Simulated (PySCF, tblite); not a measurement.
# C₂H₅ClOSi: dynamics, then NMR shifts and electronic excitations on frames, part 1 of 2

How do NMR shifts and electronic excitations of C₂H₅ClOSi (`C=CO[SiH2]Cl`) change as the atoms move?

Programs: tblite 0.8.0 and PySCF 2.14.0, with density-fitted response routines of our own. Each step states its level of theory. These are calculated values for one molecule in the gas phase, unless marked as measured. Atoms are numbered from 0 throughout.

### 1 The molecule as given

10 atoms, charge 0, multiplicity 1; geometry from: GFN2-xTB.

Bonds of the start (Å): C0–C1 1.32, C1–O2 1.35, O2–Si3 1.62, Si3–Cl4 2.01, C0–H5 1.08, C0–H6 1.07, C1–H7 1.08, Si3–H8 1.46, Si3–H9 1.45.

### 2 Dynamics with GFN2-xTB

What the job is given:

```
{"job": {"kind": "md", "xc": "GFN2-xTB", "basis": "xTB", "temperature": 200, "steps": 2000, "every": 50, "frames": 5}, "charge": 0, "multiplicity": 1}
C     -1.751026     0.104914     0.235680
C     -0.910774     0.487945    -0.707198
O      0.413905     0.255122    -0.737107
Si     1.574891    -0.424185     0.162737
Cl     2.755770     1.051203     0.840229
H     -1.422272    -0.443550     1.100157
H     -2.795957     0.337920     0.163339
H     -1.235365     1.042057    -1.580564
H      1.088624    -1.177124     1.311563
H      2.291085    -1.229648    -0.811364
```

With the program's defaults for keys left out, this is: GFN2-xTB Langevin dynamics, gas phase.

On the command line:

```sh
$ OMP_NUM_THREADS=1 python probes_run.py task.json out
```

One launch serves the whole session: the jobs run in the order shown.

Log:

```text
t/fs     T/K      E/eV
    0.0   169.5   -469.26717
   25.0   118.0   -469.13887
   50.0   106.5   -469.06187
   75.0   218.8   -469.08686
  100.0   193.3   -469.02721
  125.0   212.9   -469.07437
  150.0   144.0   -469.01131
  175.0   196.3   -469.04481
  200.0   254.6   -469.10686
  225.0   201.3   -469.00862
  250.0   207.6   -469.07618
  275.0   206.8   -469.05853
  300.0   254.9   -469.23000
  325.0   160.6   -469.14708
  350.0   120.7   -469.11962
  375.0   182.7   -469.18743
  400.0   140.7   -469.14778
  425.0   172.6   -469.10653
  450.0   169.3   -469.08313
  475.0   241.6   -469.14443
  500.0   137.2   -469.04627
  525.0   191.1   -469.16869
  550.0   143.0   -469.09564
  575.0   160.1   -469.10006
  600.0   261.0   -469.09887
  625.0   205.5   -469.04447
  650.0   187.8   -469.06029
  675.0   212.0   -469.09306
  700.0   261.2   -469.16620
  725.0   309.4   -469.18638
  750.0   230.5   -469.13688
  775.0   231.3   -468.99503
  800.0   191.9   -469.05871
  825.0   203.6   -469.03536
  850.0   273.0   -469.08569
  875.0   252.5   -469.11814
  900.0   224.4   -469.11948
  925.0   283.2   -469.21302
  950.0   283.4   -469.19048
  975.0   238.6   -469.16766
 1000.0   254.7   -469.09222
```

Wall time 9.2 s (1 thread of Arm Neoverse V1, shared host); peak memory 0.18 GiB.

Distance from the start (root mean square after alignment): 0 fs 0.00 Å, 200 fs 0.50 Å, 400 fs 0.79 Å, 600 fs 0.75 Å, 800 fs 0.77 Å, 1000 fs 0.58 Å.

Positions (Å) and forces (eV/Å) at 1000 fs:

```xyz
10

C    -1.897   -0.733   -0.626    0.120    0.615    0.040
C    -1.475    0.492   -0.419    0.873    0.889    0.822
O    -0.303    0.787    0.236   -0.812    0.057   -0.382
Si    1.018   -0.057    0.579    0.926   -0.077   -0.544
Cl    2.186    1.272    1.581   -0.395   -0.436   -0.209
H    -1.189   -1.472   -0.374    0.127   -0.988    0.207
H    -2.864   -0.977   -0.982   -0.292   -0.085   -0.394
H    -1.920    1.447   -0.635   -0.656   -0.118   -0.195
H     0.739   -1.275    1.363    0.183    0.303   -0.129
H     1.618   -0.272   -0.789   -0.074   -0.160    0.782
```

### 3 Nuclear shieldings: 250 fs, PBE0/pcSseg-1

What the job is given:

```
{"job": {"kind": "nmr", "xc": "PBE0", "basis": "pcSseg-1", "pop": false}, "charge": 0, "multiplicity": 1}
C     -1.939000    -0.288200    -0.339800
C     -0.995100     0.633400    -0.502600
O      0.309700     0.514500    -0.171100
Si     1.531700    -0.456600     0.329800
Cl     2.932600     0.995600     0.592500
H     -1.876800    -1.356000    -0.067700
H     -2.911500    -0.104000    -0.775200
H     -1.237400     1.635900    -0.890200
H      1.231000    -1.176700     1.550500
H      1.850200    -1.359600    -0.801300
```

With the program's defaults for keys left out, this is: GIAO PBE0/pcSseg-1 NMR shielding, non-relativistic, gas phase.

Log:

```text
coarse grid: 9608 points
cycle   1  E = -903.5601365813  dE =  5.617e-01  |g| = 6.440e-01  |ddm| = 2.829e+00
cycle   2  E = -903.4813063742  dE =  7.883e-02  |g| = 9.266e-01  |ddm| = 1.174e+00
cycle   3  E = -903.6380014124  dE = -1.567e-01  |g| = 1.157e-01  |ddm| = 7.502e-01
cycle   4  E = -903.6403419101  dE = -2.340e-03  |g| = 4.730e-02  |ddm| = 1.211e-01
cycle   5  E = -903.6408570622  dE = -5.152e-04  |g| = 1.446e-02  |ddm| = 4.422e-02
cycle   6  E = -903.6409070856  dE = -5.002e-05  |g| = 3.033e-03  |ddm| = 1.329e-02
cycle   7  E = -903.6409091340  dE = -2.048e-06  |g| = 4.159e-04  |ddm| = 2.786e-03
final grid: 84160 points
cycle   8  E = -903.6788593459  dE = -1.397e-05  |g| = 9.110e-03  |ddm| = 1.517e-02
cycle   9  E = -903.6788384353  dE =  2.091e-05  |g| = 1.394e-02  |ddm| = 1.336e-02
cycle  10  E = -903.6788733620  dE = -3.493e-05  |g| = 1.568e-03  |ddm| = 9.362e-03
cycle  11  E = -903.6788739024  dE = -5.403e-07  |g| = 3.727e-04  |ddm| = 1.494e-03
cycle  12  E = -903.6788739325  dE = -3.017e-08  |g| = 9.760e-05  |ddm| = 2.915e-04
cycle  13  E = -903.6788739349  dE = -2.345e-09  |g| = 1.908e-05  |ddm| = 8.511e-05
cycle  14  E = -903.6788739350  dE = -8.299e-11  |g| = 4.423e-06  |ddm| = 1.996e-05
converged SCF energy = -903.6788739350

GIAO shielding tensors (ppm)
atom      isotropic    diamagn.    paramagn.     s11        s22        s33       span
  0 C       89.412     255.050    -165.637     -2.120    108.415    161.942    164.062
  1 C       33.068     247.969    -214.901    -75.932     73.417    101.719    177.652
  2 O      201.803     398.530    -196.727    127.990    216.352    261.066    133.076
  3 Si     367.553     878.617    -511.064    342.292    363.766    396.602     54.310
  4 Cl     911.169    1148.186    -237.017    729.371    989.829   1014.307    284.936
  5 H       26.758      31.131      -4.373     24.688     24.950     30.636      5.949
  6 H       27.522      28.668      -1.146     25.960     26.228     30.378      4.418
  7 H       24.584      28.409      -3.825     20.874     25.561     27.316      6.442
  8 H       26.080      29.341      -3.261     22.246     24.511     31.483      9.238
  9 H       25.852      28.566      -2.713     22.329     24.082     31.145      8.816
```

It took 7.9 s on 1 thread of Arm Neoverse V1, shared host; peak memory 0.59 GiB.

The references, computed at this level on geometries of the same kind, shield at (ppm): ¹H TMS 31.72, ¹³C TMS 186.9, ²⁹Si TMS 349.2, ¹⁷O H2O 336.1, ³⁵Cl HCl 950. Their shielding less the atom's gives the shift. The references are single molecules in the gas phase, so shifts against H2O, NH3, PH3, H3PO4 or CFCl3 are not on the usual liquid scales and can be off by tens of ppm. Each atom is listed at this fixed geometry, with no averaging over motion; a spectrum would average atoms that exchange fast.

```
atoms                                                  environment  σ (ppm)  δ (ppm)
   C1                                 alkene carbon bearing oxygen     33.1    153.9
   C0                β carbon of an enol-ether or enamine type C=C     89.4     97.5
   H7                  hydrogen on an alkene carbon bearing oxygen    24.58     7.13
   H9                        hydrogen on a silicon bonded to Cl, O    25.85     5.86
   H8                        hydrogen on a silicon bonded to Cl, O    26.08     5.64
   H5  hydrogen on a β carbon of an enol-ether or enamine type C=C    26.76     4.96
   H6  hydrogen on a β carbon of an enol-ether or enamine type C=C    27.52     4.20
   O2                                       oxygen bonded to C, Si    201.8    134.3
  Si3                                 silicon bonded to Cl, O, 2 H    367.6    -18.4
  Cl4                                        chlorine bonded to Si      911       39
```

### 4 Ultraviolet spectrum: 250 fs, PBE0/def2-SVPD

The job, as its differences from that of step 3:

```diff
@@ -1,2 +1,2 @@
-{"job": {"kind": "nmr", "xc": "PBE0", "basis": "pcSseg-1", "pop": false}, "charge": 0, "multiplicity": 1}
+{"job": {"kind": "uv", "xc": "PBE0", "basis": "def2-SVPD", "nstates": 5, "ntriplets": 0}, "charge": 0, "multiplicity": 1}
 C     -1.939000    -0.288200    -0.339800
```

With the program's defaults for keys left out, this is: TDDFT PBE0/def2-SVPD, vertical, gas phase, core orbitals frozen in the response.

Log:

```text
coarse grid: 9608 points
cycle   1  E = -903.2099363246  dE =  5.225e-01  |g| = 6.031e-01  |ddm| = 4.152e+00
cycle   2  E = -903.1295628260  dE =  8.037e-02  |g| = 8.879e-01  |ddm| = 1.605e+00
cycle   3  E = -903.2823087423  dE = -1.527e-01  |g| = 1.128e-01  |ddm| = 9.276e-01
cycle   4  E = -903.2846463890  dE = -2.338e-03  |g| = 4.740e-02  |ddm| = 1.723e-01
cycle   5  E = -903.2852032327  dE = -5.568e-04  |g| = 1.335e-02  |ddm| = 5.998e-02
cycle   6  E = -903.2852479278  dE = -4.470e-05  |g| = 2.918e-03  |ddm| = 1.831e-02
cycle   7  E = -903.2852500750  dE = -2.147e-06  |g| = 3.771e-04  |ddm| = 4.176e-03
final grid: 84160 points
cycle   8  E = -903.3929166083  dE = -1.176e-05  |g| = 8.018e-03  |ddm| = 7.829e-02
cycle   9  E = -903.3928973413  dE =  1.927e-05  |g| = 1.280e-02  |ddm| = 1.918e-02
cycle  10  E = -903.3929290581  dE = -3.172e-05  |g| = 1.324e-03  |ddm| = 1.233e-02
cycle  11  E = -903.3929295112  dE = -4.531e-07  |g| = 1.981e-04  |ddm| = 1.544e-03
cycle  12  E = -903.3929295194  dE = -8.202e-09  |g| = 7.632e-05  |ddm| = 3.330e-04
cycle  13  E = -903.3929295208  dE = -1.485e-09  |g| = 1.747e-05  |ddm| = 1.264e-04
cycle  14  E = -903.3929295209  dE = -8.640e-11  |g| = 3.621e-06  |ddm| = 3.534e-05
converged SCF energy = -903.3929295209

Static polarisability (au): isotropic 68.984, principal 53.988 63.832 89.133

Singlet excitations
state   eV       nm        f      main configurations
  1   5.8383    212.4   0.00647   H->L 0.98
  2   6.5142    190.3   0.04561   H->L+2 0.62, H->L+1 0.35
  3   6.8357    181.4   0.04695   H->L+3 0.85
  4   6.9976    177.2   0.32084   H->L+1 0.55, H->L+2 0.29
  5   7.3191    169.4   0.01583   H->L+4 0.84
```

It took 12 s on 1 thread of Arm Neoverse V1, shared host; peak memory 0.68 GiB.

Frontier orbitals and where they lie:

```
orbital     eV                        atoms
 HOMO−3  -9.68  Cl4 48 %, O2 21 %, Si3 11 %
 HOMO−2  -9.26    Cl4 44 %, O2 36 %, C1 6 %
 HOMO−1  -9.17  Cl4 60 %, Si3 18 %, H9 10 %
   HOMO  -7.20    C0 38 %, C1 26 %, O2 22 %
   LUMO  -0.21  Si3 36 %, Cl4 22 %, H8 13 %
 LUMO+1   0.18    C1 31 %, C0 28 %, O2 10 %
 LUMO+2   0.55  Si3 34 %, Cl4 18 %, H8 11 %
```

With each of the 5 states as a Gaussian band of 0.4 eV half-width at 1/e, the curve within the window shown has maxima at 178 nm (ε 15,000) L/(mol cm). Beyond the last state computed it falls off for lack of states. The curve at chosen wavelengths:

| nm | ε (L/mol/cm) |
| --- | --- |
| 163 | 1569 |
| 166 | 3702 |
| 169 | 7056 |
| 172 | 10983 |
| 175 | 14168 |
| 178 | 15428 |
| 181 | 14486 |
| 183 | 12945 |
| 186 | 10035 |
| 189 | 7192 |
| 192 | 4892 |
| 195 | 3225 |
| 198 | 2091 |
| 201 | 1353 |
| 204 | 894 |
| 207 | 620 |
| 210 | 462 |
| 213 | 365 |
| 216 | 297 |
| 218 | 259 |
| 221 | 205 |
| 224 | 156 |
| 227 | 113 |
| 230 | 78 |
| 233 | 52 |
| 236 | 32 |

Ground-state properties from the same run:

```
           property  computed
  dipole moment (D)      1.61
polarisability (Å³)     10.22
 HOMO–LUMO gap (eV)      6.99
      −ε(HOMO) (eV)      7.20
```

### 5 NMR shieldings: 425 fs, PBE0/pcSseg-1

What the job is given:

```
{"job": {"kind": "nmr", "xc": "PBE0", "basis": "pcSseg-1", "pop": false}, "charge": 0, "multiplicity": 1}
C     -1.565400    -0.676800    -0.679000
C     -1.018800     0.493500    -0.353900
O      0.206300     0.717800     0.119700
Si     1.452900    -0.360200     0.219400
Cl     2.945700     0.631100     0.950500
H     -1.156900    -1.641400    -0.651800
H     -2.601800    -0.711400    -0.828900
H     -1.641000     1.408400    -0.418400
H      1.178300    -1.529200     1.051500
H      1.679200    -0.818000    -1.170900
```

Method: GIAO PBE0/pcSseg-1 NMR shielding, non-relativistic, gas phase.

Log:

```text
coarse grid: 9608 points
cycle   1  E = -903.5658596975  dE =  7.206e-01  |g| = 6.221e-01  |ddm| = 2.872e+00
cycle   2  E = -903.5053029886  dE =  6.056e-02  |g| = 8.564e-01  |ddm| = 1.087e+00
cycle   3  E = -903.6378973207  dE = -1.326e-01  |g| = 1.039e-01  |ddm| = 6.826e-01
cycle   4  E = -903.6397109968  dE = -1.814e-03  |g| = 4.258e-02  |ddm| = 1.053e-01
cycle   5  E = -903.6401173994  dE = -4.064e-04  |g| = 1.413e-02  |ddm| = 4.118e-02
cycle   6  E = -903.6401652744  dE = -4.787e-05  |g| = 2.501e-03  |ddm| = 1.236e-02
cycle   7  E = -903.6401666958  dE = -1.421e-06  |g| = 3.721e-04  |ddm| = 2.316e-03
final grid: 84160 points
cycle   8  E = -903.6781795573  dE = -1.565e-05  |g| = 8.591e-03  |ddm| = 1.374e-02
cycle   9  E = -903.6781630317  dE =  1.653e-05  |g| = 1.270e-02  |ddm| = 1.238e-02
cycle  10  E = -903.6781921071  dE = -2.908e-05  |g| = 1.602e-03  |ddm| = 8.689e-03
cycle  11  E = -903.6781926568  dE = -5.497e-07  |g| = 3.533e-04  |ddm| = 1.535e-03
cycle  12  E = -903.6781926831  dE = -2.634e-08  |g| = 1.006e-04  |ddm| = 2.770e-04
cycle  13  E = -903.6781926856  dE = -2.510e-09  |g| = 1.769e-05  |ddm| = 8.656e-05
cycle  14  E = -903.6781926857  dE = -7.117e-11  |g| = 4.296e-06  |ddm| = 1.930e-05
converged SCF energy = -903.6781926857

GIAO shielding tensors (ppm)
atom      isotropic    diamagn.    paramagn.     s11        s22        s33       span
  0 C       94.178     257.912    -163.734      0.701    113.676    168.156    167.456
  1 C       30.893     247.153    -216.260    -79.098     65.347    106.430    185.529
  2 O      203.172     397.131    -193.960    126.614    215.301    267.599    140.985
  3 Si     370.077     879.211    -509.133    333.566    367.764    408.902     75.336
  4 Cl     968.456    1148.464    -180.008    853.151    985.436   1066.781    213.630
  5 H       28.059      33.617      -5.557     25.352     26.368     32.458      7.105
  6 H       28.185      30.482      -2.296     26.456     27.116     30.984      4.528
  7 H       24.619      28.248      -3.628     20.858     25.996     27.003      6.146
  8 H       26.194      29.485      -3.291     22.061     25.167     31.353      9.292
  9 H       26.132      29.022      -2.890     22.451     24.972     30.974      8.523
```

Wall time 7.7 s (1 thread of Arm Neoverse V1, shared host); peak memory 0.62 GiB.

Key values: δ C1 156.0, C0 92.7, O2 132.9, Si3 -20.9, H7 7.10, H9 5.58 ppm.

### 6 TDDFT and polarisability: 425 fs, PBE0/def2-SVPD

The job, as its differences from that of step 5:

```diff
@@ -1,2 +1,2 @@
-{"job": {"kind": "nmr", "xc": "PBE0", "basis": "pcSseg-1", "pop": false}, "charge": 0, "multiplicity": 1}
+{"job": {"kind": "uv", "xc": "PBE0", "basis": "def2-SVPD", "nstates": 5, "ntriplets": 0}, "charge": 0, "multiplicity": 1}
 C     -1.565400    -0.676800    -0.679000
```

Method: TDDFT PBE0/def2-SVPD, vertical, gas phase, core orbitals frozen in the response.

Log:

```text
coarse grid: 9608 points
cycle   1  E = -903.2141157292  dE =  6.826e-01  |g| = 5.833e-01  |ddm| = 4.443e+00
cycle   2  E = -903.1523656016  dE =  6.175e-02  |g| = 8.194e-01  |ddm| = 1.523e+00
cycle   3  E = -903.2811742795  dE = -1.288e-01  |g| = 1.020e-01  |ddm| = 8.373e-01
cycle   4  E = -903.2830019655  dE = -1.828e-03  |g| = 4.349e-02  |ddm| = 1.585e-01
cycle   5  E = -903.2834588508  dE = -4.569e-04  |g| = 1.316e-02  |ddm| = 5.836e-02
cycle   6  E = -903.2835020651  dE = -4.321e-05  |g| = 2.495e-03  |ddm| = 1.823e-02
cycle   7  E = -903.2835036290  dE = -1.564e-06  |g| = 3.420e-04  |ddm| = 3.884e-03
final grid: 84160 points
cycle   8  E = -903.3913626434  dE = -1.205e-05  |g| = 7.511e-03  |ddm| = 6.224e-02
cycle   9  E = -903.3913478341  dE =  1.481e-05  |g| = 1.155e-02  |ddm| = 1.760e-02
cycle  10  E = -903.3913737742  dE = -2.594e-05  |g| = 1.353e-03  |ddm| = 1.124e-02
cycle  11  E = -903.3913742343  dE = -4.601e-07  |g| = 1.982e-04  |ddm| = 1.635e-03
cycle  12  E = -903.3913742424  dE = -8.095e-09  |g| = 7.295e-05  |ddm| = 3.063e-04
cycle  13  E = -903.3913742437  dE = -1.342e-09  |g| = 1.697e-05  |ddm| = 1.165e-04
cycle  14  E = -903.3913742438  dE = -8.254e-11  |g| = 3.706e-06  |ddm| = 3.352e-05
converged SCF energy = -903.3913742438

Static polarisability (au): isotropic 65.729, principal 52.221 60.607 84.357

Singlet excitations
state   eV       nm        f      main configurations
  1   6.2552    198.2   0.01889   H->L 0.50, H->L+1 0.31, H->L+2 0.17
  2   6.4736    191.5   0.00917   H->L+1 0.56, H->L+2 0.26, H->L 0.10
  3   6.8525    180.9   0.03120   H->L+3 0.90
  4   7.0374    176.2   0.27050   H->L+2 0.49, H->L 0.36
  5   7.2242    171.6   0.00211   H->L+4 0.93
```

Run time: 12 s. Hardware: 1 thread of Arm Neoverse V1, shared host; peak memory 0.73 GiB.

Key values: HOMO -7.16 eV, LUMO 0.20 eV; lowest singlet 6.26 eV.

### 7 NMR shieldings: 625 fs, PBE0/pcSseg-1

What the job is given:

```
{"job": {"kind": "nmr", "xc": "PBE0", "basis": "pcSseg-1", "pop": false}, "charge": 0, "multiplicity": 1}
C     -1.587500    -0.721200    -0.676200
C     -1.008300     0.285600    -0.104800
O      0.278600     0.379600     0.176800
Si     1.543800    -0.614500     0.395600
Cl     2.935500     0.527100     1.117100
H     -1.063700    -1.598200    -1.107700
H     -2.693200    -0.789900    -0.822000
H     -1.645000     1.106100     0.310800
H      1.358100    -1.845800     1.123500
H      2.043800    -0.885400    -0.940600
```

Method: GIAO PBE0/pcSseg-1 NMR shielding, non-relativistic, gas phase.

Log:

```text
coarse grid: 9608 points
cycle   1  E = -903.5602647175  dE =  7.588e-01  |g| = 6.222e-01  |ddm| = 2.870e+00
cycle   2  E = -903.4962915694  dE =  6.397e-02  |g| = 8.659e-01  |ddm| = 1.117e+00
cycle   3  E = -903.6313721629  dE = -1.351e-01  |g| = 1.122e-01  |ddm| = 7.201e-01
cycle   4  E = -903.6335782520  dE = -2.206e-03  |g| = 4.331e-02  |ddm| = 1.124e-01
cycle   5  E = -903.6340133692  dE = -4.351e-04  |g| = 1.202e-02  |ddm| = 3.985e-02
cycle   6  E = -903.6340466415  dE = -3.327e-05  |g| = 2.814e-03  |ddm| = 1.128e-02
cycle   7  E = -903.6340483936  dE = -1.752e-06  |g| = 4.709e-04  |ddm| = 2.574e-03
final grid: 84160 points
cycle   8  E = -903.6721741709  dE = -1.283e-05  |g| = 8.091e-03  |ddm| = 1.274e-02
cycle   9  E = -903.6721602791  dE =  1.389e-05  |g| = 1.179e-02  |ddm| = 1.142e-02
cycle  10  E = -903.6721850524  dE = -2.477e-05  |g| = 1.383e-03  |ddm| = 7.886e-03
cycle  11  E = -903.6721854563  dE = -4.039e-07  |g| = 3.135e-04  |ddm| = 1.323e-03
cycle  12  E = -903.6721854778  dE = -2.149e-08  |g| = 7.579e-05  |ddm| = 2.473e-04
cycle  13  E = -903.6721854792  dE = -1.366e-09  |g| = 1.565e-05  |ddm| = 6.607e-05
cycle  14  E = -903.6721854792  dE = -5.934e-11  |g| = 3.779e-06  |ddm| = 1.600e-05
converged SCF energy = -903.6721854792

GIAO shielding tensors (ppm)
atom      isotropic    diamagn.    paramagn.     s11        s22        s33       span
  0 C       88.285     257.823    -169.538     -2.282    112.858    154.280    156.562
  1 C       39.060     247.617    -208.557    -67.677     77.195    107.662    175.339
  2 O      220.190     397.368    -177.178    160.353    234.055    266.162    105.809
  3 Si     378.162     879.107    -500.945    334.074    389.493    410.919     76.845
  4 Cl     946.848    1148.483    -201.635    807.498    968.144   1064.902    257.404
  5 H       26.840      31.222      -4.381     24.743     25.033     30.745      6.002
  6 H       26.704      28.209      -1.505     25.079     25.472     29.562      4.483
  7 H       24.617      28.144      -3.527     20.695     26.154     27.002      6.307
  8 H       26.393      28.710      -2.317     22.680     24.840     31.658      8.978
  9 H       26.258      29.604      -3.346     21.682     25.361     31.730     10.048
```

Run time: 7.8 s. Hardware: 1 thread of Arm Neoverse V1, shared host; peak memory 0.62 GiB.

In short: δ C1 147.9, C0 98.6, O2 115.9, Si3 -29.0, H7 7.10, H9 5.46 ppm.

### 8 TDDFT and polarisability: 625 fs, PBE0/def2-SVPD

The job, as its differences from that of step 7:

```diff
@@ -1,2 +1,2 @@
-{"job": {"kind": "nmr", "xc": "PBE0", "basis": "pcSseg-1", "pop": false}, "charge": 0, "multiplicity": 1}
+{"job": {"kind": "uv", "xc": "PBE0", "basis": "def2-SVPD", "nstates": 5, "ntriplets": 0}, "charge": 0, "multiplicity": 1}
 C     -1.587500    -0.721200    -0.676200
```

With the program's defaults for keys left out, this is: TDDFT PBE0/def2-SVPD, vertical, gas phase, core orbitals frozen in the response.

Log:

```text
coarse grid: 9608 points
cycle   1  E = -903.2080829464  dE =  7.215e-01  |g| = 5.824e-01  |ddm| = 4.217e+00
cycle   2  E = -903.1431165988  dE =  6.497e-02  |g| = 8.278e-01  |ddm| = 1.537e+00
cycle   3  E = -903.2743111351  dE = -1.312e-01  |g| = 1.091e-01  |ddm| = 8.611e-01
cycle   4  E = -903.2765064841  dE = -2.195e-03  |g| = 4.331e-02  |ddm| = 1.625e-01
cycle   5  E = -903.2769716189  dE = -4.651e-04  |g| = 1.105e-02  |ddm| = 5.750e-02
cycle   6  E = -903.2770012620  dE = -2.964e-05  |g| = 2.719e-03  |ddm| = 1.685e-02
cycle   7  E = -903.2770031049  dE = -1.843e-06  |g| = 3.867e-04  |ddm| = 3.969e-03
final grid: 84160 points
cycle   8  E = -903.3850486830  dE = -1.019e-05  |g| = 6.948e-03  |ddm| = 5.926e-02
cycle   9  E = -903.3850365374  dE =  1.215e-05  |g| = 1.057e-02  |ddm| = 1.521e-02
cycle  10  E = -903.3850580641  dE = -2.153e-05  |g| = 1.132e-03  |ddm| = 9.723e-03
cycle  11  E = -903.3850583894  dE = -3.253e-07  |g| = 1.475e-04  |ddm| = 1.390e-03
cycle  12  E = -903.3850583939  dE = -4.433e-09  |g| = 6.256e-05  |ddm| = 2.578e-04
cycle  13  E = -903.3850583948  dE = -9.481e-10  |g| = 1.366e-05  |ddm| = 9.002e-05
converged SCF energy = -903.3850583948

Static polarisability (au): isotropic 66.256, principal 52.023 61.586 85.158

Singlet excitations
state   eV       nm        f      main configurations
  1   6.3690    194.7   0.03024   H->L 0.72, H->L+2 0.18
  2   6.5515    189.2   0.01427   H->L+1 0.90
  3   6.9705    177.9   0.09151   H->L+2 0.61, H->L+3 0.20, H->L 0.09
  4   7.3773    168.1   0.20659   H->L+3 0.59, H->L+2 0.16, H->L+4 0.09
  5   7.4293    166.9   0.00860   H->L+4 0.80, H->L+3 0.13
```

Run time: 12 s. Hardware: 1 thread of Arm Neoverse V1, shared host; peak memory 0.68 GiB.

Key values: HOMO -7.36 eV, LUMO 0.15 eV; lowest singlet 6.37 eV.

(Continued in part 2 of 2.)
